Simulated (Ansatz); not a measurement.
# CH₉NSiSn: a ladder of functionals and wavefunction methods

The task here is to estimate one member of a computed series from the others.

Computed with Ansatz 0.2.0, Gaussian basis. Level: functionals in def2-TZVPP, the program's frozen cores in correlated methods.

The runs, in order: PBE-D4, r2SCAN-D4, PBE0-D4, B3LYP-D4, ωB97X-V, ωB97M-V, B2PLYP; CCSD(T)/def2-TZVPP; MP2/def2-QZVPP; extrapolation to the limit.

**The geometry**

The geometry comes from an earlier relaxation with PBE0-D4 in a triple-zeta def2 set; it is a stationary point, not always the lowest conformer. Sn takes the def2 core potential; no spin-orbit term is included.

SMILES `[CH3][SnH2][SiH2]N`, 13 atoms, charge 0, spin multiplicity 1.

Atoms are counted from 1 here; the program's logs count them from 0.

Bond lengths: C1–Sn2 2.151 Å, C1–H5 1.090 Å, C1–H6 1.090 Å, C1–H7 1.090 Å, Sn2–Si3 2.580 Å, Sn2–H8 1.718 Å, Sn2–H9 1.716 Å, Si3–N4 1.729 Å, Si3–H10 1.489 Å, Si3–H11 1.488 Å, N4–H12 1.008 Å, N4–H13 1.008 Å. Angles: Sn2–C1–H5 110.0°, Sn2–C1–H6 110.0°, Sn2–C1–H7 110.0°, H5–C1–H6 109.0°, H5–C1–H7 108.9°, H6–C1–H7 109.0°, C1–Sn2–Si3 111.0°, C1–Sn2–H8 107.6°, C1–Sn2–H9 108.1°, Si3–Sn2–H8 110.6°, Si3–Sn2–H9 112.5°, H8–Sn2–H9 106.9°, Sn2–Si3–N4 115.5°, Sn2–Si3–H10 108.4°, Sn2–Si3–H11 108.9°, N4–Si3–H10 106.9°, N4–Si3–H11 107.9°, H10–Si3–H11 109.1° and more.

The first run:

The input, in.yaml:

```yaml
crystal:
  periodic: [false, false, false]
  atoms:
    - {symbol: C, position_ang: [-2.035385, -0.071019, 0.924207]}
    - {symbol: Sn, position_ang: [-0.321663, -1.244701, 0.364448]}
    - {symbol: Si, position_ang: [1.689558, 0.267824, -0.206471]}
    - {symbol: N, position_ang: [1.425300, 1.407876, -1.479506]}
    - {symbol: H, position_ang: [-2.299559, 0.612285, 0.116656]}
    - {symbol: H, position_ang: [-1.814346, 0.508381, 1.820859]}
    - {symbol: H, position_ang: [-2.884502, -0.724473, 1.125121]}
    - {symbol: H, position_ang: [-0.766111, -2.195913, -0.995465]}
    - {symbol: H, position_ang: [0.020545, -2.334948, 1.644880]}
    - {symbol: H, position_ang: [2.048561, 1.051352, 1.007497]}
    - {symbol: H, position_ang: [2.843742, -0.588826, -0.592597]}
    - {symbol: H, position_ang: [0.840376, 2.208487, -1.298044]}
    - {symbol: H, position_ang: [1.273783, 1.068975, -2.416788]}
basis:
  gaussian: {orbitals: def2-TZVPP}
hamiltonian: {xc: pbe, dispersion: d4}
output: {forces: true, orbitals: {seedname: orbitals}}
```

Command:

```console
$ ansatz run in.yaml --threads 4 --pin off --events-out ev --progress --plain --max-ram 10444MiB
```

Steps of the session up to this table: PBE-D4 (GGA); r2SCAN-D4 (meta-GGA); PBE0-D4 (hybrid); B3LYP-D4 (hybrid); ωB97X-V (range-separated); ωB97M-V (range-separated); B2PLYP (double hybrid); CCSD(T) in def2-TZVPP; MP2 in def2-QZVPP.

One table of the session follows, with a row left open; its other results are not shown here.

```
            method  atomisation energy (eV)
            PBE-D4                   42.138
         r2SCAN-D4                   41.913
           PBE0-D4                   41.761
          B3LYP-D4                   42.100
           ωB97X-V                        ?
           ωB97M-V                   42.135
            B2PLYP                   41.490
     HF/def2-TZVPP                   30.486
    MP2/def2-TZVPP                   40.847
   CCSD/def2-TZVPP                   40.646
CCSD(T)/def2-TZVPP                   41.132
           MP2/CBS                   42.012
       CCSD(T)/CBS                   42.297
```

Q: Estimate the row for ωB97X-V from the others.

**Answer.** atomisation energy (eV): 42.381. In the column «atomisation energy (eV)» it is the highest.

Caveats from the session: Free atoms (1 C, 1 Sn, 1 Si, 1 N, 9 H) were run apart at each level; the atomisation energy is their sum less the molecule, without zero-point or spin-orbit terms.
